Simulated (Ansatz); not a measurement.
# CH6Si + H5NSi: molecular dynamics

Purpose: to follow the two partners and see whether they stay together, part or react. The start is relaxed first. Runs: 498 steps of 0.5 fs under a Langevin thermostat at 700 K. SMILES of the start: [SiH3]N.C[SiH3].

Method: RKS PBE-D4/6-31G, in Ansatz 0.2.0.

## (1) Starting point

Bond lengths: Si1–N2 1.722 Å, Si1–H3 1.462 Å, Si1–H4 1.460 Å, Si1–H5 1.473 Å, N2–H6 1.008 Å, N2–H7 1.007 Å, C8–Si9 1.894 Å, C8–H10 1.087 Å, C8–H11 1.087 Å, C8–H12 1.087 Å, Si9–H13 1.465 Å, Si9–H14 1.467 Å, Si9–H15 1.466 Å. Angles (14 of 21 angles, heavy atoms first): Si1–N2–H6 118.5°, Si1–N2–H7 118.6°, N2–Si1–H3 105.1°, N2–Si1–H4 105.2°, N2–Si1–H5 115.6°, C8–Si9–H13 109.9°, C8–Si9–H14 109.6°, C8–Si9–H15 109.7°, Si9–C8–H10 111.3°, Si9–C8–H11 111.3°, Si9–C8–H12 111.3°, H6–N2–H7 109.6°, H3–Si1–H4 112.9°, H3–Si1–H5 108.8°.

Coordinates:

```xyz
15

Si    0.5143   -0.2395   -2.9392
N    -0.7996    0.7059   -2.3510
H     0.7153    0.2035   -4.3175
H     1.6406    0.0842   -2.0677
H     0.3008   -1.6967   -2.9358
H    -1.0026    0.6861   -1.3643
H    -1.6606    0.7123   -2.8735
C     0.6645   -0.0697    3.1145
Si   -0.5402   -0.0467    1.6532
H     0.9671   -1.0838    3.3606
H     0.2138    0.3635    4.0034
H     1.5644    0.4973    2.8926
H     0.0647   -0.7127    0.4965
H    -0.8668    1.3407    1.3065
H    -1.7757   -0.7446    2.0217
```

## (2) Relaxing the start

input.yaml reads:

```yaml
crystal:
  periodic: [false, false, false]
  atoms:
    - { symbol: Si, position_ang: [0.5143, -0.2395, -2.9392] }
    - { symbol: "N", position_ang: [-0.7996, 0.7059, -2.351] }
    - { symbol: H, position_ang: [0.7153, 0.2035, -4.3175] }
    - { symbol: H, position_ang: [1.6406, 0.0842, -2.0677] }
    - { symbol: H, position_ang: [0.3008, -1.6967, -2.9358] }
    - { symbol: H, position_ang: [-1.0026, 0.6861, -1.3643] }
    - { symbol: H, position_ang: [-1.6606, 0.7123, -2.8735] }
    - { symbol: C, position_ang: [0.6645, -0.0697, 3.1145] }
    - { symbol: Si, position_ang: [-0.5402, -0.0467, 1.6532] }
    - { symbol: H, position_ang: [0.9671, -1.0838, 3.3606] }
    - { symbol: H, position_ang: [0.2138, 0.3635, 4.0034] }
    - { symbol: H, position_ang: [1.5644, 0.4973, 2.8926] }
    - { symbol: H, position_ang: [0.0647, -0.7127, 0.4965] }
    - { symbol: H, position_ang: [-0.8668, 1.3407, 1.3065] }
    - { symbol: H, position_ang: [-1.7757, -0.7446, 2.0217] }
basis:
  gaussian: { orbitals: "6-31G" }
hamiltonian:
  xc: pbe
  dispersion: d4
relax:
  f_tol: 0.02
  max_steps: 40
scf:
  lower_state_search: "off"
output:
  orbitals: {}
```

The run is started by

```bash
$ ansatz run input.yaml --threads 1 --pin off --max-ram 2048MiB --backend cpu --events-out ev --progress --plain --runs-dir out
```

The runs that follow: The run.

**Question.** What will these runs give? Wanted: relaxation of the start; temperature, first and last step; temperature, second half; potential energy, second half; bonds formed or broken.

As calculated:

```
                        quantity                           value
         relaxation of the start        29 moves, 0.377 eV lower
                          length             498 steps of 0.5 fs
temperature, first and last step                   653 and 703 K
        temperature, second half  mean 692 K, from 380 to 1223 K
   potential energy, second half     +66 meV/atom from the start
          bonds formed or broken                               0
```

Against a set 700 K the second half averages 692 K with a spread of 143 K. A friction of 1 per fs wipes out velocities within 1 fs: the temperature is held, but the motion is overdamped and says nothing of rates. The bonds all hold. The partners' closest contact goes from 2.81 to 2.37 Å; so short a run doesn't show whether they stay bound. A run of 249 fs with 15 atoms shows the motion but fixes no equilibrium value. The nuclei move classically, without zero-point motion, which matters most for hydrogen. In so small a basis the energies are only a sketch.
